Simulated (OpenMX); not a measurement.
The system is AlSn.

```
Sn Al
1.0
     4.19811    0.00000    0.00000
    -2.09905    3.63567    0.00000
     0.00000    0.00000    3.30685
Sn Al
1 1
Cartesian
  0.0000 2.4238 1.6534
  0.0000 0.0000 0.0000
```

The cell comes from a database or a generator and needn't be the stable form of this composition.

```yaml
Program: OpenMX 3.8.5
Task: single point
Functional: PBE
Potentials_or_basis: OpenMX 2013 PBE set, Sn7.0-s3p2d2, Al7.0-s2p2d1, grid cutoff 500 Ry
k_mesh: 7 × 7 × 9
Occupations: fermi-dirac, width 0.05 eV
Spin: no spin polarisation
```

On this cell: pressure 0.4 GPa; largest force 0.005 eV/Å; band gap on the k mesh none (metal or under the smearing width).

The same run follows on a disturbed copy (atoms moved at random, drawn with an rms of 0.05 Å):

```
Sn Al
1.0
     4.19811    0.00000    0.00000
    -2.09905    3.63567    0.00000
     0.00000    0.00000    3.30685
Sn Al
1 1
Cartesian
  0.0049 2.4017 1.6397
  0.0147 0.0155 -0.0180
```

Q: What does the disturbed cell give?

A: The energy (extrapolated to zero smearing) moves by +1.1 meV/atom; pressure 0.4 GPa; largest force 0.131 eV/Å; band gap on the k mesh none (metal or under the smearing width).

Forces in eV/Å, atoms in the order of the input:
```
Sn   0.032  0.126 -0.010
Al  -0.028 -0.125  0.006
```

Caveats: the basis of atomic orbitals isn't converged, which shifts pressures, moduli and gaps.
